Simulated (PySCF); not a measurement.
**CaCl: changing the method**

Aim: see what other levels and later steps give for CaCl.

Program: PySCF 2.14.0. Level of theory: method and basis as typed in the scripts. These are calculated values, not measurements.

4 further runs of the same task are left out: 4 that didn't finish.

### 1 The system as given

CaCl: 2 atoms, charge 0, spin multiplicity 2.

Bond lengths: Ca1–Cl2 2.381 Å.

### 2 The run that the others are compared with

input.py

```python
from pyscf import gto, scf, cc

mol = gto.M(
    atom='Ca 0 0 0; Cl 0 0 2.381',
    basis='3-21g',
    charge=0,
    spin=1,
    verbose=4,
)
mf = scf.UHF(mol)
mf.kernel()
mycc = cc.CCSD(mf)
mycc.kernel()
mycc.ccsd_t()
mf.dip_moment()
print('orbital energies (hartree):', [e[max(0, n-3):n+3].round(4) for e, n in zip(mf.mo_energy, mol.nelec)])
```

Command:

```
$ OMP_NUM_THREADS=1 python input.py
```

Its log is not repeated here.

It gives: E(SCF) = -1130.779958 Eh, 9 cycles, E(CCSD) − E(SCF) = -0.05705 Eh, (T) = -0.00055 Eh, ⟨S²⟩ = 0.751, μ = 5.54 D (of the SCF density).

The bond length is a typed value, not an optimised one.

### 3 X3lyp (UKS)

Run 1 changes functional: none (Hartree–Fock) → x3lyp; SCF type: UHF → UKS; step after the SCF: ccsd(t) → analyze.

input.py

```python
from pyscf import gto, dft

mol = gto.M(
    atom='Ca 0 0 0; Cl 0 0 2.381',
    basis='3-21g',
    charge=0,
    spin=1,
    verbose=4,
)
mf = dft.UKS(mol, xc='x3lyp')
mf.kernel()
mf.analyze()
print('orbital energies (hartree):', [e[max(0, n-3):n+3].round(4) for e, n in zip(mf.mo_energy, mol.nelec)])
```

Command:

```
$ OMP_NUM_THREADS=1 python input.py
```

### 4 Stability test

Run 2 changes step after the SCF: ccsd(t) → stability.

input.py, as its differences from that of step 2:

```diff
@@ -1,2 +1,2 @@
-from pyscf import gto, scf, cc
+from pyscf import gto, scf
 
@@ -11,5 +11,3 @@
 mf.kernel()
-mycc = cc.CCSD(mf)
-mycc.kernel()
-mycc.ccsd_t()
+mf.stability(internal=True, external=True)
 mf.dip_moment()
```

### 5 EOM-IP

Run 3 changes step after the SCF: ccsd(t) → eomip; frozen orbitals: none → 10; number of roots: none → 6.

input.py, as its differences from that of step 2:

```diff
@@ -11,5 +11,6 @@
 mf.kernel()
-mycc = cc.CCSD(mf)
+mycc = cc.CCSD(mf, frozen=10)
 mycc.kernel()
-mycc.ccsd_t()
+e = mycc.ipccsd(nroots=6)[0]
+print('roots (eV) =', (e*27.211386).round(3))
 mf.dip_moment()
```

### 6 CISD

Run 4 changes step after the SCF: ccsd(t) → cisd; frozen orbitals: none → 10.

input.py, as its differences from that of step 2:

```diff
@@ -1,2 +1,2 @@
-from pyscf import gto, scf, cc
+from pyscf import gto, scf, ci
 
@@ -11,5 +11,3 @@
 mf.kernel()
-mycc = cc.CCSD(mf)
-mycc.kernel()
-mycc.ccsd_t()
+ci.CISD(mf, frozen=10).kernel()
 mf.dip_moment()
```

Before running it: what results should come out? Wanted: for each run, E(SCF); from base; gap, α spin; SCF dipole; after the SCF.

The runs gave:

| run | E(SCF) (hartree) | from base (eV) | cycles | gap, α spin (eV) | SCF dipole (D) | after the SCF |
| --- | --- | --- | --- | --- | --- | --- |
| base | -1130.779958 | 0 | 9 | 6.69 | 5.54 | CCSD(T) correlation -1.567 eV |
| x3lyp (UKS) | -1132.165812 | not comparable | 8 | 3.51 | 5.44 | n/a |
| stability test | -1130.779958 | 0.0000 | 9 | 6.69 | 5.54 | stable |
| EOM-IP | -1130.779958 | 0.0000 | 9 | 6.69 | 5.54 | CCSD correlation -1.448 eV, core frozen, first root 6.29 eV |
| CISD | -1130.779958 | 0.0000 | 9 | 6.69 | 5.54 | CISD correlation -1.410 eV, core frozen |

**Reading.** Total energies of different functionals can't be compared with each other; differences within one functional can.
